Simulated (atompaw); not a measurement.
# Pseudopotential generation for erbium: PAW (atompaw), PBEsol

Task: generate the file, and judge it by its logarithmic derivatives, its ghosts and its cutoff.

Program: atompaw 4.2.0.5. Reference atom: PBEsol, scalar-relativistic, spherical and spin-unpolarised. All values are calculated.

## 1. Starting point

The settings as typed:

- element: erbium (Er, Z = 68)
- type: PAW
- frozen core: [Kr] 4d10 5s2
- valence charge: 20
- reference configuration: 4f12 5p6 5d0 6s2 6p0
- partial waves: 6s (bound): rc 2.70 bohr; 6s channel at 0.05 Ry: rc 2.85 bohr; 5p (bound): rc 1.95 bohr; 6p (bound, empty): rc 2.25 bohr; 5d (bound, empty): rc 2.85 bohr; 5d channel at 0.8 Ry: rc 2.85 bohr; 4f (bound): rc 0.85 bohr; 4f channel at 0.85 Ry: rc 0.85 bohr
- local potential: bessel scheme, radius 2.45 bohr
- core correction: smooth core density matched at 2.70 bohr
- augmentation charge: besselshape compensation charge, radius 2.60 bohr; PAW radius 2.85 bohr; waves and projectors: custom rrkj gramschmidtortho

## 2. Generation

File Er.input:

```
Er 68
GGA-PBESOL scalarrelativistic loggrid 2001 logderivrange -4 5 226
6 6 5 4 0 0
6 1 0
5 2 0
4 3 12
0 0 0
c
c
c
c
c
v
c
c
c
v
v
c
c
v
v
3
2.85 2.60 2.45 2.70
y
0.05
n
n
y
0.8
n
y
0.85
n
custom rrkj gramschmidtortho besselshape
bessel
2.70
2.85
1.95
2.25
2.85
2.85
0.85
0.85
PWSCFOUT
UPFDX 0.0125d0 UPFXMIN -7.d0 UPFZMESH 68.d0
END
```

On the command line:

```sh
$ atompaw < Er.input > Er.log
```

Before running it: what results should come out? Wanted: cutoffs for 10 and 1 mRy, occupied levels; bound ghosts; largest phase difference near zero energy, channels read; lowest eigenvalue of the overlap; share of valence orbitals outside the PAW sphere; UPF file.

**Answer**, as computed:

| quantity | value |
| --- | --- |
| cutoffs for 10 and 1 mRy, occupied levels | 300 Ry and over 300 Ry |
| bound ghosts | none found |
| largest phase difference near zero energy, channels read | 0.039 rad |
| lowest eigenvalue of the overlap (Bessel basis) | 0.055 (s) |
| share of valence orbitals outside the PAW sphere | 6s 79 %, 5p 2 %, 6p 95 %, 5d 57 %, 4f 1 % |
| UPF file | written |

By its cutoff, 300 Ry for the looser tolerance, it is very hard. The tighter tolerance needs over 300 Ry, and converged work needs a cutoff nearer that. The slowest occupied level is 4f: taken alone it needs 300 Ry to come within 1 mRy, against 21 Ry for 5p. It is free of bound ghosts as far as tested. Of the channels read, s scatters worst near zero energy, by up to 0.04 rad. These are tests on the free atom; a crystal test is still owed.
